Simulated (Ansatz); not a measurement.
# CH6AlFGe: one species, many methods

One table from this session's results is given with a row withheld; the runs are named, their logs left out.

The runs use Ansatz 0.2.0, Gaussian basis; functionals in def2-TZVPP, the program's frozen cores in correlated methods.

Plan: LDA (SPW92), PBE-D4, revPBE-D4, BLYP-D4, r2SCAN-D4, B97M-V, PBE0-D4, B3LYP-D4, r2SCANh-D4, r2SCAN0-D4, HSE06-D4, BHLYP-D4, CAM-B3LYP-D4, LC-ωPBE, ωB97X-V, ωB97M-V, B2PLYP, PBE-QIDH; CCSD(T)/def2-SVP; CCSD(T)/def2-TZVPP; MP2/def2-QZVPP; extrapolation to the limit; RPA on PBE.

### The geometry

All runs share one geometry, relaxed beforehand with PBE0-D4 in a triple-zeta def2 set.

SMILES `[CH3][Al]([F])[GeH3]`, 10 atoms, charge 0, spin multiplicity 1.

Atoms are counted from 1 here; the program's logs count them from 0.

Bond lengths: C1–Al2 1.940 Å, C1–H5 1.095 Å, C1–H6 1.095 Å, C1–H7 1.092 Å, Al2–F3 1.656 Å, Al2–Ge4 2.472 Å, Ge4–H8 1.541 Å, Ge4–H9 1.541 Å, Ge4–H10 1.541 Å. Angles: Al2–C1–H5 110.6°, Al2–C1–H6 110.5°, Al2–C1–H7 112.5°, H5–C1–H6 106.7°, H5–C1–H7 108.2°, H6–C1–H7 108.0°, C1–Al2–F3 117.4°, C1–Al2–Ge4 127.9°, F3–Al2–Ge4 114.7°, Al2–Ge4–H8 111.7°, Al2–Ge4–H9 111.8°, Al2–Ge4–H10 112.3°, H8–Ge4–H9 106.7°, H8–Ge4–H10 107.0°, H9–Ge4–H10 107.0°.

The first run:

The input, in.yaml:

```yaml
crystal:
  periodic: [false, false, false]
  atoms:
    - {symbol: C, position_ang: [0.083568, 1.497300, -1.299866]}
    - {symbol: Al, position_ang: [0.742945, 0.230794, 0.013924]}
    - {symbol: F, position_ang: [2.345847, 0.320206, 0.421586]}
    - {symbol: Ge, position_ang: [-0.525960, -1.537260, 1.186655]}
    - {symbol: H, position_ang: [0.648510, 1.413865, -2.233764]}
    - {symbol: H, position_ang: [0.215145, 2.524049, -0.943254]}
    - {symbol: H, position_ang: [-0.974682, 1.351344, -1.528092]}
    - {symbol: H, position_ang: [0.048132, -2.938097, 0.899463]}
    - {symbol: H, position_ang: [-0.490363, -1.348015, 2.715439]}
    - {symbol: H, position_ang: [-2.010041, -1.565287, 0.770809]}
basis:
  gaussian: {orbitals: def2-TZVPP}
hamiltonian: {xc: lda}
output: {orbitals: {seedname: orbitals}}
```

Run with:

```console
$ ansatz run in.yaml --threads 4 --pin off --events-out ev --progress --plain --max-ram 10444MiB
```

Among the steps run: LDA; PBE-D4 (GGA); revPBE-D4 (GGA); BLYP-D4 (GGA); r2SCAN-D4 (meta-GGA); B97M-V (meta-GGA); B3LYP-D4 (hybrid); r2SCANh-D4 (hybrid); r2SCAN0-D4 (hybrid); HSE06-D4 (hybrid); BHLYP-D4 (hybrid); CAM-B3LYP-D4 (range-separated); LC-ωPBE (range-separated); ωB97X-V (range-separated); ωB97M-V (range-separated); B2PLYP (double hybrid); PBE-QIDH (double hybrid).

One of the session's tables, all rows but one given; the rest of the session is left out.

| functional | HOMO (eV) | LUMO (eV) | gap (eV) |
| --- | --- | --- | --- |
| LDA (SPW92) | -6.57 | -2.28 | 4.29 |
| PBE-D4 | -6.45 | -2.09 | 4.37 |
| revPBE-D4 | -6.40 | -1.99 | 4.41 |
| BLYP-D4 | -6.32 | -1.97 | 4.35 |
| r2SCAN-D4 | -6.72 | -1.86 | 4.86 |
| B97M-V | -6.77 | -2.00 | 4.77 |
| PBE0-D4 | -7.57 | -1.35 | 6.22 |
| B3LYP-D4 | -7.38 | -1.55 | 5.82 |
| r2SCANh-D4 | -7.13 | -1.60 | 5.52 |
| r2SCAN0-D4 | -7.74 | -1.23 | 6.51 |
| HSE06-D4 | -7.18 | -1.72 | 5.46 |
| BHLYP-D4 | -8.58 | -0.59 | 7.99 |
| CAM-B3LYP-D4 | -8.84 | -0.39 | 8.44 |
| LC-ωPBE | -10.13 | 0.70 | 10.82 |
| ωB97X-V | -9.80 | 0.56 | 10.36 |
| ωB97M-V | ? | ? | ? |

Q: Estimate the row for ωB97M-V from the others.

**Answer.** HOMO (eV): -9.59; LUMO (eV): 0.30; gap (eV): 9.89. In the column «HOMO (eV)» it lies between ωB97X-V (-9.80) and CAM-B3LYP-D4 (-8.84).
